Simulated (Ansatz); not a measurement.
# C2H5NSi: the cost of one run

The runs use Ansatz 0.2.0, Gaussian basis; the settings change from run to run.

## (1) The molecule

An earlier PBE0-D4 in a triple-zeta def2 set relaxation fixed the geometry.

9 atoms, charge 0, spin multiplicity 1.

Atoms are counted from 1 here; the program's logs count them from 0.

Bond lengths: C1–N2 1.282 Å, C1–C4 1.518 Å, C1–H5 1.098 Å, N2–Si3 1.783 Å, Si3–C4 1.888 Å, Si3–H6 1.486 Å, Si3–H7 1.486 Å, C4–H8 1.092 Å, C4–H9 1.092 Å. Angles: N2–C1–C4 113.2°, N2–C1–H5 122.5°, C4–C1–H5 124.2°, C1–N2–Si3 88.9°, N2–Si3–C4 79.2°, N2–Si3–H6 115.0°, N2–Si3–H7 115.0°, C4–Si3–H6 118.0°, C4–Si3–H7 118.0°, H6–Si3–H7 109.1°, C1–C4–Si3 78.6°, C1–C4–H8 114.1°, C1–C4–H9 114.1°, Si3–C4–H8 119.1°, Si3–C4–H9 119.1°, H8–C4–H9 108.9°.

## (2) MP2/cc-pVTZ-DK

Set apart from the defaults: relativity set to none.

in.yaml

```yaml
crystal:
  periodic: [false, false, false]
  atoms:
    - {symbol: C, position_ang: [0.246881, -0.887841, -0.757705]}
    - {symbol: N, position_ang: [0.687179, 0.160561, -1.350787]}
    - {symbol: Si, position_ang: [0.153696, 1.133373, 0.045132]}
    - {symbol: C, position_ang: [-0.368058, -0.594658, 0.599368]}
    - {symbol: H, position_ang: [0.316120, -1.889838, -1.201284]}
    - {symbol: H, position_ang: [-0.914856, 2.123323, -0.250437]}
    - {symbol: H, position_ang: [1.246403, 1.805481, 0.795734]}
    - {symbol: H, position_ang: [-1.431826, -0.831949, 0.666818]}
    - {symbol: H, position_ang: [0.152862, -1.064753, 1.436062]}
basis:
  gaussian: {orbitals: cc-pVTZ-DK}
hamiltonian: {xc: {name: HF}, pseudopotentials: {relativity: none}}
correlation: {method: mp2}
output: {forces: true}
```

Launch:

```bash
ansatz run in.yaml --threads 2 --pin off --events-out ev --progress --plain --max-ram 4352MiB
```

Q: Estimate wall time and peak memory on 2 threads of Arm Neoverse V1, shared host.

About 7 s, with a peak of 0.53 GiB.
